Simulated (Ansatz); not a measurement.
# F3HMoOS: small, medium and large basis sets

The task here is to estimate one member of a computed series from the others.

Program: Ansatz 0.2.0, Gaussian basis. Level of theory: one geometry, several basis sets. These are calculated values, not measurements.

Plan: PBE0-D4/def2-SVP; ωB97M-V/def2-SVP; PBE0-D4/def2-QZVPP; ωB97M-V/def2-QZVPP; the functionals' def2-TZVPP values are taken from earlier runs.

## The relaxed structure

The geometry comes from an earlier relaxation with PBE0-D4 in a triple-zeta def2 set; it is a stationary point, not always the lowest conformer. Mo takes the def2 core potential; no spin-orbit term is included.

SMILES `[OH][Mo]([F])([F])([F])=[S]`, 7 atoms, charge 0, spin multiplicity 1.

Atoms are counted from 1 here; the program's logs count them from 0.

Bond lengths: O1–Mo2 1.848 Å, O1–H7 0.962 Å, Mo2–F3 1.850 Å, Mo2–F4 1.850 Å, Mo2–F5 1.842 Å, Mo2–S6 2.068 Å. Angles: Mo2–O1–H7 127.4°, O1–Mo2–F3 88.3°, O1–Mo2–F4 88.4°, O1–Mo2–F5 150.2°, O1–Mo2–S6 103.9°, F3–Mo2–F4 147.4°, F3–Mo2–F5 83.5°, F3–Mo2–S6 106.2°, F4–Mo2–F5 83.5°, F4–Mo2–S6 106.1°, F5–Mo2–S6 105.9°.

The first run:

in.yaml

```yaml
crystal:
  periodic: [false, false, false]
  atoms:
    - {symbol: O, position_ang: [0.017757, -1.374868, 0.670957]}
    - {symbol: Mo, position_ang: [-0.032564, 0.328223, -0.044972]}
    - {symbol: F, position_ang: [1.815908, 0.350968, 0.018702]}
    - {symbol: F, position_ang: [-1.552952, -0.165013, -0.975583]}
    - {symbol: F, position_ang: [0.212589, 1.472501, -1.467931]}
    - {symbol: S, position_ang: [-0.677543, 1.508232, 1.526714]}
    - {symbol: H, position_ang: [0.278106, -2.187943, 0.226613]}
basis:
  gaussian: {orbitals: def2-SVP}
hamiltonian: {xc: pbe0, dispersion: d4}
output: {orbitals: {seedname: orbitals}}
```

Command:

```
$ ansatz run in.yaml --threads 2 --pin off --events-out ev --progress --plain --max-ram 22528MiB --backend cpu
```

Steps of the session up to this table: PBE0-D4 in def2-SVP; ωB97M-V in def2-SVP; PBE0-D4 in def2-QZVPP; ωB97M-V in def2-QZVPP.

One of the session's tables, all rows but one given; the rest of the session is left out.

It belongs to the step «Functionals by basis». 

```
functional       basis  HOMO (eV)  LUMO (eV)
   PBE0-D4    def2-SVP          ?          ?
   PBE0-D4  def2-TZVPP      -9.04      -3.86
   PBE0-D4  def2-QZVPP      -9.03      -3.85
   ωB97M-V    def2-SVP     -11.16      -1.65
   ωB97M-V  def2-TZVPP     -11.17      -1.61
   ωB97M-V  def2-QZVPP     -11.17      -1.62
```

**Question.** Estimate the row for PBE0-D4, def2-SVP.

**Answer.** HOMO (eV): -9.06; LUMO (eV): -3.91. In the column «HOMO (eV)» it lies between ωB97M-V, def2-SVP (-11.16) and PBE0-D4, def2-TZVPP (-9.04).
